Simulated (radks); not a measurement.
**Hf⁴⁺ in [Xe] 4f14: an all-electron calculation**

An exercise on one series of results from a longer session: the logs are not shown, and one member is left open.

Program: radks (a radial shooting solver on a logarithmic mesh, Libxc functionals) version 1. Level of theory: scalar-relativistic Kohn-Sham, SCAN, spin-polarised, spherical densities, finite nucleus. These are calculated values, not measurements, unless marked.

## The atom as given

- element: hafnium (Z = 72)
- charge: +4
- electrons: 68
- configuration: [Xe] 4f14
- nuclear rms radius: 5.347 fm

Outer shells as boxes (Hund's rule):

Hf⁴⁺
```
[Xe] core
4f [↑↓][↑↓][↑↓][↑↓][↑↓][↑↓][↑↓]
```

Set-up of the first run:

The run's settings:

```text
Z 72
configuration [Xe] 4f14
relativity scalar-relativistic
functional scan,scan
spin polarised
nucleus finite rms 5.347 fm
c 137.035999084
```

Started as:

```
$ python run_ks.py task.json out
```

All runs below come from this command, one after another.

One of the session's tables, all rows but one given; the rest of the session is left out.

It belongs to the step «Radial structure». Sizes of the orbitals, from the radial functions (bohr):

| level | <r> | outermost maximum (interpolated) | 90 % within | nodes |
| --- | --- | --- | --- | --- |
| 1s | 0.01899 | 0.0119 | 0.0345 | 0 |
| 2s | ? | ? | ? | ? |
| 2p | 0.07172 | 0.0557 | 0.117 | 0 |
| 3s | 0.2084 | 0.192 | 0.306 | 2 |
| 3p | 0.2084 | 0.190 | 0.312 | 1 |
| 3d | 0.1891 | 0.155 | 0.294 | 0 |
| 4s | 0.4681 | 0.438 | 0.671 | 3 |
| 4p | 0.4973 | 0.458 | 0.723 | 2 |
| 4d | 0.5352 | 0.471 | 0.804 | 1 |
| 5s | 1.125 | 1.01 | 1.62 | 4 |
| 5p | 1.302 | 1.15 | 1.89 | 3 |
| 4f | 0.6683 | 0.455 | 1.13 | 0 |

Estimate the missing values for 2s.

As computed: <r>: 0.08034; outermost maximum (interpolated): 0.0680; 90 % within: 0.125; nodes: 1. In the column «<r>» it lies between 2p (0.07172) and 3d (0.1891).
